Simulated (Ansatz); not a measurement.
# CH5B2FSSi: the cost of one run

All numbers below are computed with Ansatz 0.2.0 (UKS PBE0/STO-3G).

**1. The system as given**

Bond lengths: F1–B2 1.401 Å, B2–Si3 1.913 Å, Si3–B4 1.909 Å, B4–C5 1.593 Å, B2–S6 1.898 Å, C5–S6 1.856 Å, Si3–H7 1.527 Å, Si3–H8 1.409 Å, B4–H9 1.169 Å, C5–H10 1.074 Å, C5–H11 1.122 Å. Angles (14 of 19 angles, heavy atoms first): F1–B2–Si3 116.8°, F1–B2–S6 120.5°, Si3–B2–S6 112.1°, B2–Si3–B4 93.1°, Si3–B4–C5 114.5°, B4–C5–S6 108.5°, B2–S6–C5 93.2°, B2–Si3–H7 110.5°, B2–Si3–H8 112.7°, B4–Si3–H7 109.4°, B4–Si3–H8 115.8°, Si3–B4–H9 117.0°, C5–B4–H9 118.8°, B4–C5–H10 109.2°.

Structure file:

```xyz
11

F    -0.8957    1.1671    2.2745
B     0.1438    0.7900    1.4146
Si    0.2539   -1.0634    0.9549
B     0.2315   -0.7054   -0.9204
C    -0.1008    0.8056   -1.3013
S     0.6601    1.9154   -0.0235
H     1.6163   -1.6312    1.3478
H    -0.8323   -1.8121    1.4495
H    -0.1510   -1.5605   -1.6196
H     0.3458    1.0370   -2.2508
H    -1.2061    1.0006   -1.3052
```

**2. Relaxing the start**

The input, input.yaml:

```yaml
crystal:
  periodic: [false, false, false]
  atoms:
    - { symbol: F, position_ang: [-0.8957, 1.1671, 2.2745] }
    - { symbol: B, position_ang: [0.1438, 0.79, 1.4146] }
    - { symbol: Si, position_ang: [0.2539, -1.0634, 0.9549] }
    - { symbol: B, position_ang: [0.2315, -0.7054, -0.9204] }
    - { symbol: C, position_ang: [-0.1008, 0.8056, -1.3013] }
    - { symbol: S, position_ang: [0.6601, 1.9154, -0.0235] }
    - { symbol: H, position_ang: [1.6163, -1.6312, 1.3478] }
    - { symbol: H, position_ang: [-0.8323, -1.8121, 1.4495] }
    - { symbol: H, position_ang: [-0.151, -1.5605, -1.6196] }
    - { symbol: H, position_ang: [0.3458, 1.037, -2.2508] }
    - { symbol: H, position_ang: [-1.2061, 1.0006, -1.3052] }
magnetization:
  spin_polarized: true
basis:
  gaussian: { orbitals: STO-3G }
hamiltonian:
  xc: pbe0
relax:
  f_tol: 0.02
  max_steps: 40
```

The run is started by

```
$ ansatz run input.yaml --threads 1 --pin off --max-ram 2048MiB --backend cpu --events-out ev --progress --plain --runs-dir out
```

What time and memory should one allow on 1 thread of Intel Xeon Platinum 8259CL at 2.50GHz (Skylake/Cascade Lake), shared host?

About 96 s, with a peak of 0.22 GiB.
